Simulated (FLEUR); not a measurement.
# AgRh (P-6m2) in FLEUR: further runs

One crystal, AgRh, is run at these levels: BLYP, r2SCAN, SCAN, TPSS; tasks: density of states.

Everything below comes from runs of FLEUR MaX-R8.1 (later development tree). Logs are shortened: lines on timing, memory, paths and dates and some standing lists are left out, and cuts for length are marked.

## Step 1: The structure

Symmetry: P-6m2, No. 187, hexagonal system. Conventional cell: a = 2.778 Å, b = 2.778 Å, c = 4.809 Å, α = 90.00°, β = 90.00°, γ = 120.00°. Ag (site symmetry -6m2) has 6 Ag at 2.78 Å and 6 Rh at 2.89 Å as nearest neighbours. Rh (site symmetry -6m2) is surrounded by 6 Rh at 2.78 Å and 6 Ag at 2.89 Å.

The cell comes from a database or a generator and needn't be the stable form of this composition.

## Step 2: Density of states, BLYP

Input file inp.xml:

```xml
<?xml version="1.0" encoding="UTF-8" standalone="no"?>
<fleurInput fleurInputVersion="0.39">
   <comment>
      AgRh                                                                                                
   </comment>
   <calculationSetup>
      <cutoffs Kmax="4.1" Gmax="12.7" GmaxXC="12.7" numbands="0"/>
      <scfLoop itmax="60" minDistance="0.00001" maxIterBroyd="15" imix="Anderson" alpha="0.05" precondParam="0.0" spinf="2.0" sdNocoIR="T"/>
      <coreElectrons ctail="T" frcor="F" kcrel="0" coretail_lmax="0"/>
      <xcFunctional name="LibXC" relativisticCorrections="F">
         <LibXCName exchange="gga_x_b88" correlation="gga_c_lyp"/>
      </xcFunctional>
      <magnetism jspins="1"/>
      <soc l_soc="F" theta="0.0" phi="0.0" spav="F"/>
      <expertModes spex="0" secvar="F"/>
      <geometryOptimization l_f="F" forcealpha="1.0" forcemix="BFGS" epsdisp="0.00001" epsforce="0.00001"/>
      <ldaU l_linMix="F" mixParam="0.05" spinf="1.0"/>
   </calculationSetup>
   <cell>
      <bzIntegration valenceElectrons="36.0" mode="hist" fermiSmearingEnergy="0.00183747">
         <kPointListSelection listName="default-1"/>
         <!-- k-points included here -->
         <xi:include xmlns:xi="http://www.w3.org/2001/XInclude" href="kpts.xml"> </xi:include>
      </bzIntegration>
      <!-- symmetry operations included here -->
[... 33 lines left out ...]
            <stateOccupation state="(4d5/2)" spinUp="2.400000" spinDown="2.400000"/>
         </electronConfig>
         <energyParameters s="5" p="5" d="4" f="4"/>
         <lo type="SCLO" l="0" n="4" eDeriv="0"/>
         <lo type="SCLO" l="1" n="4" eDeriv="0"/>
         <lo type="SCLO" l="1" n="4" eDeriv="1"/>
         <lo type="SCLO" l="2" n="4" eDeriv="2"/>
         <lo type="SCLO" l="3" n="4" eDeriv="2"/>
      </species>
   </atomSpecies>
   <atomGroups>
      <atomGroup species="Silver (Ag)">
         <relPos label="                   1">.0000000000 .0000000000 1.000/2.000</relPos>
         <force calculate="T" relaxXYZ="TTT"/>
      </atomGroup>
      <atomGroup species="Rhodium (Rh)">
         <relPos label="                   2">-1.000/3.000 1.000/3.000 .0000000000</relPos>
         <force calculate="T" relaxXYZ="TTT"/>
      </atomGroup>
   </atomGroups>
   <output dos="F" band="F" slice="F">
      <checks vchk="F" cdinf="F"/>
      <bandDOS minEnergy="-.5*Htr" maxEnergy="0.5*Htr" sigma="0.015" storeEVData="T"/>
      <vacuumDOS vacdos="F" integ="F" star="F" nstars="0" locx1="0.0" locy1="0.0" locx2="0.0" locy2="0.0" nstm="0" tworkf="0.0"/>
      <unfoldingBand unfoldBand="F" supercellX="1" supercellY="1" supercellZ="1"/>
      <plotting iplot="0" polar="F">
         <plot TwoD="T" vec1="  1.0  0.0  0.0" vec2="  0.0  1.0  0.0" vec3="  0.0  0.0  1.0" zero="  0.0  0.0  0.0" file="plot"/>
      </plotting>
      <chargeDensitySlicing numkpt="0" minEigenval="0.0" maxEigenval="0.0" nnne="0" pallst="F"/>
      <specialOutput eonly="F"/>
      <moessbauerParams electricFieldGradient="T" isomerShift="T" coreHyperfine="T" valenceHyperfine="T"/>
      <magneticCircularDichroism mcd="F" energyLo="-10.0" energyUp="0.0"/>
   </output>
  <!-- We include the file relax.xml here to enable relaxations (see documentation) -->
  <xi:include xmlns:xi="http://www.w3.org/2001/XInclude" href="relax.xml"> <xi:fallback/> </xi:include>
</fleurInput>
```

Input file crystal.txt:

```
AgRh
&input cartesian=F /
2.7775881998  0.0000000000  0.0000000000
-1.3887940999  2.4054619423  0.0000000000
0.0000000000  0.0000000000  4.8086020000
1.8897261246
1.0 1.0 1.0

2
47 0.0000000000  0.0000000000  0.5000000000
45 0.6666666667  0.3333333333  0.0000000000

&kpt div1=11 div2=11 div3=6 gamma=T /
```

Input file inp.xml (dos):

```
<?xml version="1.0" encoding="UTF-8" standalone="no"?>
<fleurInput fleurInputVersion="0.39">
   <comment>
      AgRh                                                                                                
   </comment>
   <calculationSetup>
      <cutoffs Kmax="4.1" Gmax="12.7" GmaxXC="12.7" numbands="0"/>
      <scfLoop itmax="60" minDistance="0.00001" maxIterBroyd="15" imix="Anderson" alpha="0.05" precondParam="0.0" spinf="2.0" sdNocoIR="T"/>
      <coreElectrons ctail="T" frcor="F" kcrel="0" coretail_lmax="0"/>
      <xcFunctional name="LibXC" relativisticCorrections="F">
         <LibXCName exchange="gga_x_b88" correlation="gga_c_lyp"/>
      </xcFunctional>
      <magnetism jspins="1"/>
      <soc l_soc="F" theta="0.0" phi="0.0" spav="F"/>
      <expertModes spex="0" secvar="F"/>
      <geometryOptimization l_f="F" forcealpha="1.0" forcemix="BFGS" epsdisp="0.00001" epsforce="0.00001"/>
      <ldaU l_linMix="F" mixParam="0.05" spinf="1.0"/>
   </calculationSetup>
   <cell>
      <bzIntegration valenceElectrons="36.0" mode="hist" fermiSmearingEnergy="0.00183747">
         <kPointListSelection listName="default-1"/>
         <!-- k-points included here -->
         <xi:include xmlns:xi="http://www.w3.org/2001/XInclude" href="kpts.xml"> </xi:include>
      </bzIntegration>
      <!-- symmetry operations included here -->
      <xi:include xmlns:xi="http://www.w3.org/2001/XInclude" href="sym.xml"> </xi:include>
      <bulkLattice scale="1.0">
         <bravaisMatrix>
[... 34 lines left out ...]
         <lo type="SCLO" l="1" n="4" eDeriv="0"/>
         <lo type="SCLO" l="1" n="4" eDeriv="1"/>
         <lo type="SCLO" l="2" n="4" eDeriv="2"/>
         <lo type="SCLO" l="3" n="4" eDeriv="2"/>
      </species>
   </atomSpecies>
   <atomGroups>
      <atomGroup species="Silver (Ag)">
         <relPos label="                   1">.0000000000 .0000000000 1.000/2.000</relPos>
         <force calculate="T" relaxXYZ="TTT"/>
      </atomGroup>
      <atomGroup species="Rhodium (Rh)">
         <relPos label="                   2">-1.000/3.000 1.000/3.000 .0000000000</relPos>
         <force calculate="T" relaxXYZ="TTT"/>
      </atomGroup>
   </atomGroups>
   <output dos="T" band="F" slice="F">
      <checks vchk="F" cdinf="F"/>
      <bandDOS minEnergy="-0.8*Htr" maxEnergy="0.5*Htr" sigma="0.005" storeEVData="T"/>
      <vacuumDOS vacdos="F" integ="F" star="F" nstars="0" locx1="0.0" locy1="0.0" locx2="0.0" locy2="0.0" nstm="0" tworkf="0.0"/>
      <unfoldingBand unfoldBand="F" supercellX="1" supercellY="1" supercellZ="1"/>
      <plotting iplot="0" polar="F">
         <plot TwoD="T" vec1="  1.0  0.0  0.0" vec2="  0.0  1.0  0.0" vec3="  0.0  0.0  1.0" zero="  0.0  0.0  0.0" file="plot"/>
      </plotting>
      <chargeDensitySlicing numkpt="0" minEigenval="0.0" maxEigenval="0.0" nnne="0" pallst="F"/>
      <specialOutput eonly="F"/>
      <moessbauerParams electricFieldGradient="T" isomerShift="T" coreHyperfine="T" valenceHyperfine="T"/>
      <magneticCircularDichroism mcd="F" energyLo="-10.0" energyUp="0.0"/>
   </output>
  <!-- We include the file relax.xml here to enable relaxations (see documentation) -->
  <xi:include xmlns:xi="http://www.w3.org/2001/XInclude" href="relax.xml"> <xi:fallback/> </xi:include>
</fleurInput>
```

Potentials or basis: all-electron, FLAPW.

Command:

```console
$ inpgen -f crystal.txt -profile fastHighL
$ # inp.xml edited to the form shown
$ fleur_MPI
$ fleur_MPI   # second run, on inp.xml (dos)
```

Log:

```text
Welcome to FLEUR        (www.flapw.de)
      MaX-Release 8.1          (www.max-centre.eu)
 func_ids         131         106         131         106
The functional 'Becke 88' is an exchange functional, it belongs to the 'GGA' family and is defined in the reference(s):
[1] A. D. Becke.,  Phys. Rev. A 38, 3098 (1988)
The functional 'Lee, Yang & Parr' is a correlation functional, it belongs to the 'GGA' family and is defined in the reference(s):
[1] C. Lee, W. Yang, and R. G. Parr.,  Phys. Rev. B 37, 785 (1988)
[2] B. Miehlich, A. Savin, H. Stoll, and H. Preuss.,  Chem. Phys. Lett. 157, 200 (1989)
 Using same functional for VXC and EXC

 ========== k-point set info ==========
 Selected k-point list: default-1
 k-point list type: mesh
 11 x 11 x 6
 Number of k points: 64

 ------------Calculation Setup---------------------------
 Number of MPI-tasks      :            1
 Number of PE/node        :            1
 Number of OMP-threads    :            1
 Most efficient MPI parallelization for:
           1           2           4           8          16          32          64
 Additional eigenvalue parallelization possible
 Number of basis functions:          338
 Approximate size of matrices (H+S) per k-point:         0.003 GB
 --------------------------------------------------------
 Iteration:     1   Distance:      31.43388560 me/bohr^3
 Iteration:     2   Distance:      29.53299103 me/bohr^3
 Iteration:     3   Distance:      18.80300152 me/bohr^3
 Iteration:     4   Distance:       8.98114829 me/bohr^3
 Iteration:     5   Distance:       5.00799844 me/bohr^3
 Iteration:     6   Distance:       1.93146652 me/bohr^3
 Iteration:     7   Distance:       1.91567537 me/bohr^3
 Iteration:     8   Distance:       0.36823478 me/bohr^3
 Iteration:     9   Distance:       0.20956396 me/bohr^3
 Iteration:    10   Distance:       0.07090384 me/bohr^3
 Iteration:    11   Distance:       0.06242730 me/bohr^3
 Iteration:    12   Distance:       0.01244767 me/bohr^3
 Iteration:    13   Distance:       0.00647238 me/bohr^3
 Iteration:    14   Distance:       0.00143587 me/bohr^3
 Iteration:    15   Distance:       0.00035870 me/bohr^3
 Iteration:    16   Distance:       0.00031668 me/bohr^3
 Iteration:    17   Distance:       0.00016090 me/bohr^3
 Iteration:    18   Distance:       0.00007341 me/bohr^3
 Iteration:    19   Distance:       0.00001886 me/bohr^3
 Iteration:    20   Distance:       0.00000343 me/bohr^3

 ********************************************************************
 Run finished successfully
 Stop message:
   all done
 ********************************************************************
```

Run time: 86 s. Hardware: 1 thread of Arm Neoverse V2, shared host; peak memory 0.08 GiB.

Results:

| Property | Result |
| --- | --- |
| Free energy | -274934.1554 eV |
| Band gap on the k mesh | none (metal or under the smearing width) |
| Valence electrons inside the program's atomic spheres | Ag 17.61; Rh 15.44 (radii Ag 2.41, Rh 2.41 bohr) |

States per cell in windows of 0.5 eV (zero at the Fermi level; states under -8 eV left out):
```tsv
from (eV)	total	MT:1d	MT:2d	INT	MT:1s	MT:1p	MT:2s
-8.0	0.00	0.00	0.00	0.00	0.00	0.00	0.00
-7.5	0.00	0.00	0.00	0.00	0.00	0.00	0.00
-7.0	0.05	0.00	0.00	0.03	0.02	0.00	0.01
-6.5	0.21	0.08	0.00	0.07	0.04	0.00	0.01
-6.0	0.81	0.52	0.03	0.17	0.06	0.01	0.02
-5.5	2.11	1.44	0.12	0.40	0.05	0.02	0.06
-5.0	2.05	1.38	0.19	0.34	0.03	0.02	0.05
-4.5	1.81	1.23	0.20	0.28	0.05	0.02	0.01
-4.0	2.27	1.55	0.31	0.29	0.04	0.03	0.02
-3.5	2.00	1.18	0.50	0.23	0.02	0.02	0.03
-3.0	1.09	0.38	0.51	0.15	0.01	0.02	0.01
-2.5	1.53	0.43	0.81	0.22	0.01	0.03	0.01
-2.0	1.46	0.26	0.91	0.22	0.01	0.03	0.02
-1.5	1.22	0.17	0.78	0.18	0.01	0.03	0.02
-1.0	1.36	0.17	0.97	0.15	0.01	0.02	0.01
-0.5	2.11	0.19	1.66	0.19	0.01	0.02	0.02
0.0	0.64	0.04	0.51	0.06	0.01	0.01	0.00
0.5	0.52	0.02	0.38	0.07	0.01	0.01	0.01
1.0	0.44	0.03	0.23	0.09	0.02	0.03	0.01
1.5	0.31	0.02	0.15	0.07	0.02	0.03	0.01
```

Core levels (eV from the Fermi level):
```tsv
atom	levels
1 Ag	1s1/2 -25316.7, 2s1/2 -3723.8, 2p1/2 -3460.6, 2p3/2 -3285.2, 3s1/2 -679.7, 3p1/2 -575.0, 3p3/2 -544.1, 3d3/2 -358.6, 3d5/2 -352.4
2 Rh	1s1/2 -23026.1, 2s1/2 -3333.7, 2p1/2 -3086.6, 2p3/2 -2941.9, 3s1/2 -591.7, 3p1/2 -495.0, 3p3/2 -470.1, 3d3/2 -298.8, 3d5/2 -293.9
```

## Step 3: Density of states, r2SCAN

Changes to inp.xml since step 2:

```diff
@@ -7,6 +7,7 @@
       <cutoffs Kmax="4.1" Gmax="12.7" GmaxXC="12.7" numbands="0"/>
-      <scfLoop itmax="60" minDistance="0.00001" maxIterBroyd="15" imix="Anderson" alpha="0.05" precondParam="0.0" spinf="2.0" sdNocoIR="T"/>
-      <coreElectrons ctail="T" frcor="F" kcrel="0" coretail_lmax="0"/>
+      <scfLoop itmax="80" minDistance="0.0001" maxIterBroyd="30" imix="Anderson" alpha="0.05" precondParam="0.0" spinf="2.0" sdNocoIR="T"/>
+      <coreElectrons ctail="F" frcor="F" kcrel="0" coretail_lmax="0"/>
       <xcFunctional name="LibXC" relativisticCorrections="F">
-         <LibXCName exchange="gga_x_b88" correlation="gga_c_lyp"/>
+         <LibXCName exchange="mgga_x_r2scan" correlation="mgga_c_r2scan"/>
+         <AuxGGA exchange="117" correlation="130"/>
       </xcFunctional>
```

crystal.txt is that of step 2.

Changes to inp.xml (dos) since step 2:

```diff
@@ -7,6 +7,7 @@
       <cutoffs Kmax="4.1" Gmax="12.7" GmaxXC="12.7" numbands="0"/>
-      <scfLoop itmax="60" minDistance="0.00001" maxIterBroyd="15" imix="Anderson" alpha="0.05" precondParam="0.0" spinf="2.0" sdNocoIR="T"/>
-      <coreElectrons ctail="T" frcor="F" kcrel="0" coretail_lmax="0"/>
+      <scfLoop itmax="80" minDistance="0.0001" maxIterBroyd="30" imix="Anderson" alpha="0.05" precondParam="0.0" spinf="2.0" sdNocoIR="T"/>
+      <coreElectrons ctail="F" frcor="F" kcrel="0" coretail_lmax="0"/>
       <xcFunctional name="LibXC" relativisticCorrections="F">
-         <LibXCName exchange="gga_x_b88" correlation="gga_c_lyp"/>
+         <LibXCName exchange="mgga_x_r2scan" correlation="mgga_c_r2scan"/>
+         <AuxGGA exchange="117" correlation="130"/>
       </xcFunctional>
```

Potentials or basis: all-electron, FLAPW.

Command:

```console
$ inpgen -f crystal.txt -profile fastHighL
$ # inp.xml edited to the form shown
$ fleur_MPI
$ fleur_MPI   # second run, on inp.xml (dos)
```

Log:

```text
Welcome to FLEUR        (www.flapw.de)
      MaX-Release 8.1          (www.max-centre.eu)
 func_ids         498         497         498         497
 MetaGGA potential functional detected - V_tau will be computed
 Auxiliary Potential for radial basis: exchange=         117  correlation=         130
The functional 'Re-regularized SCAN exchange by Furness et al' is an exchange functional, it belongs to the 'MGGA' family and is defined in the reference(s):
[1] J. W. Furness, A. D. Kaplan, J. Ning, J. P. Perdew, and J. Sun.,  J. Phys. Chem. Lett. 11, 8208-8215 (2020)
[2] J. W. Furness, A. D. Kaplan, J. Ning, J. P. Perdew, and J. Sun.,  J. Phys. Chem. Lett. 11, 9248-9248 (2020)
The functional 'Re-regularized SCAN correlation by Furness et al' is a correlation functional, it belongs to the 'MGGA' family and is defined in the reference(s):
[1] J. W. Furness, A. D. Kaplan, J. Ning, J. P. Perdew, and J. Sun.,  J. Phys. Chem. Lett. 11, 8208-8215 (2020)
[2] J. W. Furness, A. D. Kaplan, J. Ning, J. P. Perdew, and J. Sun.,  J. Phys. Chem. Lett. 11, 9248-9248 (2020)
 Using same functional for VXC and EXC
[... 39 lines left out ...]
 Using same functional for VXC and EXC
 Iteration:     3   Distance:      28.46968587 me/bohr^3
The functional 'Hammer, Hansen, and Norskov' is an exchange functional, it belongs to the 'GGA' family and is defined in the reference(s):
[1] B. Hammer, L. B. Hansen, and J. K. Nørskov.,  Phys. Rev. B 59, 7413 (1999)
[... 89 lines left out ...]
The functional 'Hammer, Hansen, and Norskov' is an exchange functional, it belongs to the 'GGA' family and is defined in the reference(s):
[1] B. Hammer, L. B. Hansen, and J. K. Nørskov.,  Phys. Rev. B 59, 7413 (1999)
The functional 'Perdew, Burke & Ernzerhof' is a correlation functional, it belongs to the 'GGA' family and is defined in the reference(s):
[1] J. P. Perdew, K. Burke, and M. Ernzerhof.,  Phys. Rev. Lett. 77, 3865 (1996)
[2] J. P. Perdew, K. Burke, and M. Ernzerhof.,  Phys. Rev. Lett. 78, 1396 (1997)
 Using same functional for VXC and EXC
 Iteration:    17   Distance:       0.00034142 me/bohr^3
The functional 'Hammer, Hansen, and Norskov' is an exchange functional, it belongs to the 'GGA' family and is defined in the reference(s):
[1] B. Hammer, L. B. Hansen, and J. K. Nørskov.,  Phys. Rev. B 59, 7413 (1999)
The functional 'Perdew, Burke & Ernzerhof' is a correlation functional, it belongs to the 'GGA' family and is defined in the reference(s):
[1] J. P. Perdew, K. Burke, and M. Ernzerhof.,  Phys. Rev. Lett. 77, 3865 (1996)
[2] J. P. Perdew, K. Burke, and M. Ernzerhof.,  Phys. Rev. Lett. 78, 1396 (1997)
 Using same functional for VXC and EXC
 Iteration:    18   Distance:       0.00009197 me/bohr^3

 ********************************************************************
 Run finished successfully
 Stop message:
   all done
 ********************************************************************
```

output (dos):

```text
Welcome to FLEUR        (www.flapw.de)
      MaX-Release 8.1          (www.max-centre.eu)
 func_ids         498         497         498         497
 MetaGGA potential functional detected - V_tau will be computed
 Auxiliary Potential for radial basis: exchange=         117  correlation=         130
[... 34 lines left out ...]
       A convenient way of extracting and plotting the data from that file is by making use of the

 ********************************************************************
 Run finished successfully
 Stop message:
   Charge density postprocessing done.
 ********************************************************************
```

out.xml (last iteration):

```text
<iteration numberForCurrentRun="   18" overallNumber="   18">
         <energyParameters units="Htr">
            <atomicEP atomType="1" spin="1" branch="5s" branchLowest="-2.97" branchHighest="1.81" value="0.2851191548"/>
            <atomicEP atomType="1" spin="1" branch="5p" branchLowest="-1.61" branchHighest="2.52" value="0.4286882440"/>
            <atomicEP atomType="1" spin="1" branch="4d" branchLowest="-12.65" branchHighest="0.40" value="0.2436644667"/>
            <atomicEP atomType="1" spin="1" branch="4f" branchLowest="-9.99" branchHighest="2.46" value="0.7326756676"/>
[... 131 lines left out ...]
            </atomTypeDependentContributions>
            <tkbTimesEntropy value="0.0009429638"/>
            <freeEnergy value="-10102.8239740693"/>
            <extrapolationTo0K value="-10102.8235025874"/>
         </totalEnergy>
         <densityConvergence units="me/bohr^3">
            <chargeDensity spin="1" distance="0.0000919750"/>
         </densityConvergence>
      </iteration>
```

Wall time 93 s (1 thread of Arm Neoverse V2, shared host); peak memory 0.11 GiB.

Results:

```
Free energy                                           : -274911.8453 eV
Band gap on the k mesh                                : none (metal or under the smearing width)
Valence electrons inside the program's atomic spheres : Ag 17.60; Rh 15.43 (radii Ag 2.41, Rh 2.41 bohr)
```

Levels at points of the mesh, in eV from the Fermi level:
| k point | band 14 | band 15 | band 16 | band 17 | band 18 | band 19 | band 20 | band 21 | band 22 | band 23 |
| --- | --- | --- | --- | --- | --- | --- | --- | --- | --- | --- |
| (0.00, 0.00, 0.00) | -3.29 | -3.29 | -1.80 | -1.80 | 0.14 | 0.14 | 0.41 | 5.63 | 17.27 | 17.85 |
| (0.00, 0.00, 0.50) | -3.36 | -3.36 | -2.49 | -1.63 | -1.63 | 0.11 | 0.11 | 12.10 | 13.13 | 17.47 |

States per cell in windows of 0.5 eV (zero at the Fermi level; states under -8 eV left out):
```csv
from (eV),total,MT:1d,MT:2d,INT,MT:1s,MT:1p,MT:2s
-8.0,0.00,0.00,0.00,0.00,0.00,0.00,0.00
-7.5,0.01,0.00,0.00,0.01,0.00,0.00,0.00
-7.0,0.06,0.00,0.00,0.03,0.02,0.00,0.01
-6.5,0.30,0.15,0.01,0.08,0.04,0.00,0.01
-6.0,1.38,0.92,0.06,0.28,0.07,0.01,0.03
-5.5,2.05,1.42,0.12,0.38,0.02,0.02,0.07
-5.0,1.77,1.20,0.20,0.28,0.03,0.02,0.03
-4.5,2.06,1.43,0.21,0.31,0.05,0.03,0.01
-4.0,2.38,1.61,0.39,0.29,0.03,0.03,0.02
-3.5,1.36,0.74,0.40,0.16,0.01,0.01,0.02
-3.0,1.33,0.47,0.61,0.19,0.01,0.02,0.01
-2.5,1.50,0.36,0.85,0.21,0.01,0.03,0.01
-2.0,1.09,0.19,0.67,0.16,0.01,0.02,0.01
-1.5,1.45,0.20,0.94,0.21,0.01,0.03,0.02
-1.0,1.31,0.15,0.95,0.15,0.01,0.02,0.01
-0.5,1.72,0.15,1.35,0.16,0.01,0.01,0.02
0.0,0.89,0.06,0.71,0.08,0.01,0.01,0.01
0.5,0.54,0.03,0.39,0.07,0.01,0.01,0.01
1.0,0.26,0.02,0.15,0.05,0.01,0.01,0.01
1.5,0.49,0.03,0.24,0.11,0.03,0.04,0.01
2.0,0.21,0.02,0.06,0.07,0.01,0.02,0.01
2.5,0.18,0.01,0.06,0.06,0.01,0.02,0.01
```

Core levels (eV from the Fermi level):
| atom | levels |
| --- | --- |
| 1 Ag | 1s1/2 -25313.6, 2s1/2 -3723.0, 2p1/2 -3459.0, 2p3/2 -3283.7, 3s1/2 -679.6, 3p1/2 -574.6, 3p3/2 -543.7, 3d3/2 -358.1, 3d5/2 -351.9 |
| 2 Rh | 1s1/2 -23023.4, 2s1/2 -3333.2, 2p1/2 -3085.3, 2p3/2 -2940.7, 3s1/2 -591.9, 3p1/2 -494.9, 3p3/2 -470.0, 3d3/2 -298.6, 3d5/2 -293.7 |

Caveat: the meta-GGA is that of a development version, with a GGA for the radial functions and cores and without core tails.

(Part 1 of 2 ends here.)
